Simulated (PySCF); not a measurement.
# C6H6N2S2: the cost of one run

Computed with PySCF 2.14.0 and routines of our own; the level stands in each step. Atoms count from 0.

## 1. The starting structure

16 atoms, charge 0, multiplicity 1; geometry from: GFN2-xTB.

## 2. Geometry optimisation at PBE0-D3(BJ)/def2-SVP

What the job is given:

```
{"job": {"xc": "PBE0", "basis": "def2-SVP", "d3": "d3bj", "grid": 2, "kind": "geom"}, "charge": 0, "multiplicity": 1}
C     -3.017554    -1.057504     0.392797
S     -2.415105     0.654169     0.489539
C     -0.691016     0.492258     0.312485
C      0.103677     1.651269     0.343301
N      1.404670     1.613259     0.218053
C      1.980682     0.413110     0.053796
C      3.412790     0.404198    -0.082787
S      4.309642    -0.932207    -0.292171
N      1.311651    -0.738817     0.013196
C      0.008364    -0.708248     0.138919
H     -2.767377    -1.485158    -0.573417
H     -4.095946    -0.992128     0.498561
H     -2.601224    -1.644072     1.206275
H     -0.347007     2.626333     0.473708
H      3.881134     1.382007    -0.036975
H     -0.484981    -1.669525     0.100792
```

The run is started by

```console
> OMP_NUM_THREADS=1 python excited_run.py task.json out
```

This one command runs all jobs of the session in turn.

Q: Estimate the wall time and peak memory of this first job on 1 thread of Arm Neoverse V2, shared host.

About 2.2 min, with a peak of 0.84 GiB.
